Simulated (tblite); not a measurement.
# C8H11FSi: the cost of one run

Computed with tblite 0.8.0 and PySCF 2.14.0, with density-fitted response routines of our own, on a single molecule in the gas phase. Atoms are numbered from 0 throughout.

**1. The molecule as given**

21 atoms, charge 0, multiplicity 1; geometry from: force field or distance geometry start.

Bonds of the start (Å): F0–C1 1.36, C1–C2 1.52, C2–C3 1.54, C3–C4 1.57, C4–C5 1.47, C5–C6 1.35, C6–C7 1.46, C7–C8 1.35, C8–Si9 1.89, C4–C1 1.55, Si9–C5 1.90, C1–H10 1.10, C2–H11 1.10, C2–H12 1.10, C3–H13 1.09, C3–H14 1.08, C4–H15 1.10, C6–H16 1.08, C7–H17 1.08, C8–H18 1.07, Si9–H19 1.48, Si9–H20 1.49.

**2. Relaxing the molecule with GFN2-xTB**

Job settings and geometry (Å):

```
{"job": {"kind": "relax", "xc": "GFN2-xTB", "basis": "xTB"}, "charge": 0, "multiplicity": 1}
F     -1.915500    -1.158200     1.806700
C     -1.659900    -0.100200     0.989500
C     -2.791000     0.335900     0.064300
C     -1.719200     0.646600    -1.003500
C     -0.842600    -0.436800    -0.287100
C      0.609300    -0.204800    -0.245800
C      1.337700     0.440100    -1.186100
C      2.775800     0.481100    -0.929700
C      3.181800    -0.160400     0.182000
Si     1.724000    -0.917500     1.113400
H     -1.252400     0.740000     1.569500
H     -3.388000     1.196500     0.399000
H     -3.488500    -0.469900    -0.206200
H     -1.333900     1.665800    -0.942700
H     -2.004100     0.430400    -2.026700
H     -1.063200    -1.445500    -0.655400
H      0.928100     0.893300    -2.073700
H      3.438200     0.976800    -1.618400
H      4.188100    -0.245200     0.548800
H      1.771000    -2.396900     1.098600
H      1.495800    -0.254200     2.423700
```

Command:

```console
$ OMP_NUM_THREADS=1 python probes_run.py task.json out
```

This one command runs all jobs of the session in turn.

Q: Estimate the wall time of this first job on 1 thread of Arm Neoverse N1, shared host.

About 1.2 s.
